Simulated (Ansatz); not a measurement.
# TiH₂ (singlet): from Hartree-Fock to the top rungs at distance Ti1–H2 = 2.033 Å, def2-TZVP

One table from this session's results is given with a row withheld; the runs are named, their logs left out.

The runs use Ansatz 0.2.0, Gaussian basis; def2-TZVP, core rule «outside noble gas», up to 9 orbitals frozen.

The runs, in order: UHF; CCSD(T) on RHF; CCSD(T) on UHF; CISD; CCSDT(Q) on RHF; CCSDT(Q) on UHF; CCSDTQ on RHF; CASSCF and MRCISD+Q, 2 electrons in 2 orbitals; CASSCF and NEVPT2, 2 electrons in 2 orbitals; CASSCF and MRCISD+Q, 6 electrons in 8 orbitals; CASSCF and NEVPT2, 6 electrons in 8 orbitals; Full CI.

6 further runs of the same task are left out: 6 for a known fault of the program.

### What is computed

The geometry derives from a PBE0/def2-TZVP stationary point (not a proven minimum). One bond is set to the value named and the two fragments are kept rigid.

3 atoms, charge 0, spin multiplicity 1.

Atoms are counted from 1 here; the program's logs count them from 0.

Bond lengths: Ti1–H2 2.033 Å, Ti1–H3 1.847 Å. Angles: H2–Ti1–H3 180.0°.

Set-up of the first run:

in.yaml

```yaml
crystal:
  periodic: [false, false, false]
  atoms:
    - {symbol: Ti, position_ang: [0.000000, 0.000000, 0.061867]}
    - {symbol: H, position_ang: [0.000000, 0.000000, -1.971133]}
    - {symbol: H, position_ang: [0.000000, 0.000000, 1.909267]}
basis:
  gaussian: {orbitals: def2-TZVP}
magnetization: {spin_polarized: true, initial_magnetization: 0}
hamiltonian: {xc: hf}
output: {orbitals: {seedname: orbitals}}
```

Launch:

```sh
ansatz run in.yaml --threads 1 --pin off --events-out ev --progress --plain --max-ram 2816MiB --backend cpu
```

Steps of the session up to this table: UHF; CCSD(T) on RHF; CCSD(T) on UHF; CISD; CCSDT(Q) on RHF; CCSDT(Q) on UHF; CCSDTQ on RHF; CASSCF and MRCISD+Q, 2 electrons in 2 orbitals; CASSCF and NEVPT2, 2 electrons in 2 orbitals; CASSCF and MRCISD+Q, 6 electrons in 8 orbitals; CASSCF and NEVPT2, 6 electrons in 8 orbitals; Full CI.

One table of the session follows, with a row left open; its other results are not shown here.

| method | from FCI (kJ/mol) |
| --- | --- |
| RHF | +292.5 |
| RMP2 | +108.8 |
| CISD | ? |
| RCCSD | +23.1 |
| RCCSD(T) | +12.0 |
| RCCSDT | +2.5 |
| RCCSDT(Q) | +0.8 |
| RCCSDTQ | +0.1 |
| FCI | 0 |

Estimate the missing values for CISD.

The run gave: from FCI (kJ/mol): +45.4. In the column «from FCI (kJ/mol)» it lies between RCCSD (+23.1) and RMP2 (+108.8).

Left out of the table: CASSCF pair, NEVPT2 pair, MRCISD pair, MRCISD+Q pair, CASSCF valence, NEVPT2 valence, MRCISD valence, MRCISD+Q valence (the active space lost an orbital or holds another state than full CI finds).

Limits of these values: Left out of the table: UHF, UMP2, UCCSD, UCCSD(T), UCCSDT, UCCSDT(Q) (another determinant or state than the rows shown).
